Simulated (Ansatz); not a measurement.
# CH7GaO2Si: basis-set convergence

How large a basis does CH7GaO2Si need? Two functionals are run in growing sets.

The runs use Ansatz 0.2.0, Gaussian basis; one geometry, several basis sets.

The runs, in order: PBE0-D4/def2-SVP; ωB97M-V/def2-SVP; PBE0-D4/def2-QZVPP; ωB97M-V/def2-QZVPP; the functionals' def2-TZVPP values are taken from earlier runs.

### 1 Structure used throughout

The geometry comes from an earlier relaxation with PBE0-D4 in a triple-zeta def2 set; it is a stationary point, not always the lowest conformer.

SMILES `CO[SiH](O)[GaH2]`, 12 atoms, charge 0, spin multiplicity 1.

Atoms are counted from 1 here; the program's logs count them from 0.

Bond lengths: C1–O2 1.409 Å, C1–H6 1.091 Å, C1–H7 1.094 Å, C1–H8 1.097 Å, O2–Si3 1.645 Å, Si3–O4 1.655 Å, Si3–Ga5 2.424 Å, Si3–H9 1.489 Å, O4–H10 0.960 Å, Ga5–H11 1.576 Å, Ga5–H12 1.575 Å. Angles: O2–C1–H6 108.4°, O2–C1–H7 111.1°, O2–C1–H8 111.8°, H6–C1–H7 108.7°, H6–C1–H8 108.5°, H7–C1–H8 108.3°, C1–O2–Si3 124.0°, O2–Si3–O4 112.7°, O2–Si3–Ga5 113.9°, O2–Si3–H9 102.3°, O4–Si3–Ga5 102.4°, O4–Si3–H9 110.1°, Ga5–Si3–H9 115.9°, Si3–O4–H10 117.7°, Si3–Ga5–H11 122.5°, Si3–Ga5–H12 120.8°, H11–Ga5–H12 116.6°.

### 2 PBE0-D4 in def2-SVP

File in.yaml:

```yaml
crystal:
  periodic: [false, false, false]
  atoms:
    - {symbol: C, position_ang: [-1.429786, 1.255292, 0.050484]}
    - {symbol: O, position_ang: [-0.354373, 0.966718, 0.914713]}
    - {symbol: Si, position_ang: [0.900732, -0.020939, 0.522213]}
    - {symbol: O, position_ang: [1.798238, 0.560065, -0.741060]}
    - {symbol: Ga, position_ang: [0.220319, -2.202688, -0.284771]}
    - {symbol: H, position_ang: [-2.236016, 1.695502, 0.639778]}
    - {symbol: H, position_ang: [-1.131688, 1.968799, -0.724038]}
    - {symbol: H, position_ang: [-1.810751, 0.352123, -0.441233]}
    - {symbol: H, position_ang: [1.711932, -0.014190, 1.770502]}
    - {symbol: H, position_ang: [2.331857, 1.342516, -0.586752]}
    - {symbol: H, position_ang: [-1.109055, -2.427958, -1.101646]}
    - {symbol: H, position_ang: [1.108590, -3.475252, -0.018210]}
basis:
  gaussian: {orbitals: def2-SVP}
hamiltonian: {xc: pbe0, dispersion: d4}
output: {orbitals: {seedname: orbitals}}
```

Started as:

```sh
$ ansatz run in.yaml --threads 2 --pin off --events-out ev --progress --plain --max-ram 32768MiB --backend cpu
```

After this run come: ωB97M-V in def2-SVP; PBE0-D4 in def2-QZVPP; ωB97M-V in def2-QZVPP.

**Question.** What will the summary of the whole plan be? Wanted: PBE0-D4: double and triple zeta above quadruple; ωB97M-V: double and triple zeta above quadruple.

The runs gave:

```
                                       quantity           value
PBE0-D4: double and triple zeta above quadruple  17.86, 1.77 eV
ωB97M-V: double and triple zeta above quadruple  17.98, 1.72 eV
```

In words: PBE0-D4 gains 16.09 eV from double to triple zeta, then 1.77 eV more. Total energies overstate the basis error of differences, where much of it tends to cancel.
